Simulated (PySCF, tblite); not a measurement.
**C5H10O2SSi2: geometry, infrared bands and NMR shifts**

Aim: predict the infrared bands and NMR shifts of C5H10O2SSi2 (`[SiH3]O[SiH2]OCc1cccs1`).

Computed with tblite 0.8.0 and PySCF 2.14.0, with density-fitted response routines of our own, on a single molecule in the gas phase. Atoms are numbered from 0 throughout.

### 1 The molecule as given

20 atoms, charge 0, multiplicity 1; geometry from: force field or distance geometry start.

Bonds of the start (Å): Si0–O1 1.71, O1–Si2 1.73, Si2–O3 1.71, O3–C4 1.41, C4–C5 1.48, C5–C6 1.36, C6–C7 1.34, C7–C8 1.36, C8–S9 1.91, S9–C5 1.73, Si0–H10 1.48, Si0–H11 1.47, Si0–H12 1.48, Si2–H13 1.47, Si2–H14 1.48, C4–H15 1.12, C4–H16 1.11, C6–H17 1.12, C7–H18 1.11, C8–H19 1.09.

### 2 Relaxing the molecule with GFN2-xTB

The job: settings as JSON, then the geometry in Å.

```
{"job": {"kind": "relax", "xc": "GFN2-xTB", "basis": "xTB"}, "charge": 0, "multiplicity": 1}
Si    -3.986100     0.404900    -0.779000
O     -2.577500     0.107800    -1.704400
Si    -1.294200    -0.159300    -0.568900
O     -0.336900    -1.501400    -1.004500
C      0.583900    -1.703300     0.039100
C      1.466800    -0.531400     0.244600
C      2.672000    -0.280600    -0.343000
C      3.336400     0.836400    -0.012500
C      2.775300     1.679300     0.893800
S      1.143600     0.780200     1.317400
H     -5.037100     0.892000    -1.697400
H     -3.805800     1.447100     0.235900
H     -4.463700    -0.798500    -0.060700
H     -1.895100    -0.302700     0.765700
H     -0.430000     1.036500    -0.675500
H      1.218400    -2.610900    -0.154200
H      0.034600    -1.970600     0.966600
H      3.081700    -1.024800    -1.080500
H      4.322100     1.092900    -0.460800
H      3.186700     2.616900     1.255800
```

The run is started by

```
$ OMP_NUM_THREADS=1 python probes_run.py task.json out
```

The driver reads the jobs from task.json and runs them one after another.

**Question.** This job is followed by: GFN2-xTB harmonic vibrations, gas phase; GIAO PBE0/pcSseg-1 NMR shielding, non-relativistic, gas phase. What will the session give for the following? strongest single infrared mode (GFN2-xTB); zero-point energy (GFN2-xTB); 13C shifts against TMS (PBE0/pcSseg-1); 1H shifts against TMS (PBE0/pcSseg-1, means over atoms taken as alike); 29Si shifts against TMS (PBE0/pcSseg-1); 17O shifts against H2O (PBE0/pcSseg-1); 33S shifts against CS2 (PBE0/pcSseg-1).

**Answer**, as computed:

```
                                                              quantity                                   value
                             strongest single infrared mode (GFN2-xTB)                    796 cm⁻¹, 826 km/mol
                                          zero-point energy (GFN2-xTB)                           83.1 kcal/mol
                                13C shifts against TMS (PBE0/pcSseg-1)    152.2, 134.9, 134.2, 133.2, 61.8 ppm
1H shifts against TMS (PBE0/pcSseg-1, means over atoms taken as alike)  7.43, 7.27, 7.16, 5.19, 5.11, 4.54 ppm
                               29Si shifts against TMS (PBE0/pcSseg-1)                        -42.4, -45.9 ppm
                                17O shifts against H2O (PBE0/pcSseg-1)                          72.2, 23.8 ppm
                                33S shifts against CS2 (PBE0/pcSseg-1)                                 227 ppm
```

In words: Relaxing lowered the energy by 1.944 eV in 120 steps; the close pair that moved most is C8–S9, from 1.911 to 1.720 Å. The lowest mode is slightly imaginary (12i cm⁻¹), a soft motion within the noise of the Hessian, so the minimum is not strictly shown. The strongest single mode, at 796 cm⁻¹, has its largest shares on H14, H13, H11 and H12 (the list is cut at 4 atoms). GFN2-xTB is a fitted tight-binding method: band positions and strengths are rough. Its intensities can rank the bands wrongly. At PBE0/pcSseg-1: Shielding is most anisotropic at S9 (span 258 ppm, paramagnetic term -782 ppm). NICS(1)zz of -27 ppm above the planar ring from C5 marks a diatropic (aromatic) ring current.
